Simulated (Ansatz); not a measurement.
# BBrH2S, SMILES SBBr: the interaction energy of a dimer with the counterpoise correction

Computed with Ansatz 0.2.0, Python API.

Notebook, run cell by cell (the value of a cell's last expression is shown):

In [1]:
```python
import ansatz
```

In [2]:
```python
BASIS = "def2-SVPD"
LEVEL = "mp2"
```

In [3]:
```python
FIRST = [
    ("S", (-1.3377, 0.4863, 0.154)),
    ("B", (0.4205, 0.0496, 0.3219)),
    ("Br", (0.9037, -1.8711, 0.4787)),
    ("H", (-1.247, 0.4538, -1.2644)),
    ("H", (1.2605, 0.8813, 0.3099)),
]
SECOND = [
    ("S", (-4.3115, 0.7041, -1.1458)),
    ("B", (-5.9101, -0.1317, -0.9095)),
    ("Br", (-7.4003, 0.898, -0.0933)),
    ("H", (-4.6755, 1.106, -2.46)),
    ("H", (-6.0722, -1.25, -1.2569)),
]

def energy(atoms, ghosts=()):
    molecule = ansatz.Crystal.molecule()
    for symbol, xyz in atoms:
        molecule = molecule.atom(symbol, xyz)
    calc = (
        molecule.calculation()
        .basis(gaussian=BASIS)
        .correlation(LEVEL)
    )
    deck = calc.input()
    if ghosts:
        deck = deck.set(ansatz.key.basis.gaussian.ghost_atoms, [{"symbol": s, "position_ang": list(xyz)} for s, xyz in ghosts])
    return ansatz.Session.from_dict(deck).plan().execute().report["free_energy_ev"]
```

In [4]:
```python
# ghost atoms carry the functions of the partner
both = energy(FIRST + SECOND)
alone = energy(FIRST) + energy(SECOND)
ghosted = energy(FIRST, SECOND) + energy(SECOND, FIRST)
print(f"dimer {both:.6f} eV")
print(f"interaction, uncorrected   {96.485332 * (both - alone):8.3f} kJ/mol")
print(f"interaction, counterpoise  {96.485332 * (both - ghosted):8.3f} kJ/mol")
print(f"basis-set superposition    {96.485332 * (alone - ghosted):8.3f} kJ/mol")
```
```text
dimer -163042.094059 eV
interaction, uncorrected     -5.928 kJ/mol
interaction, counterpoise     3.946 kJ/mol
basis-set superposition       9.874 kJ/mol
```

Uncorrected it is -5.928 kJ/mol, with the counterpoise correction 3.946 kJ/mol; the difference, 9.87 kJ/mol, is the superposition error. The sign changes with the correction, so this basis doesn't settle it.

Caveats:
- These settings explore the input space; basis and method may be short of convergence.
- The dimer is a generated trial pose of unrelaxed monomers, not a minimum, so the figure is no binding energy, and the basis set is small.
- Processor time in the engine: 27 s on 1 thread of Intel(R) Xeon(R) Processor @ 2.30GHz (shared host), peak memory 0.74 GiB.
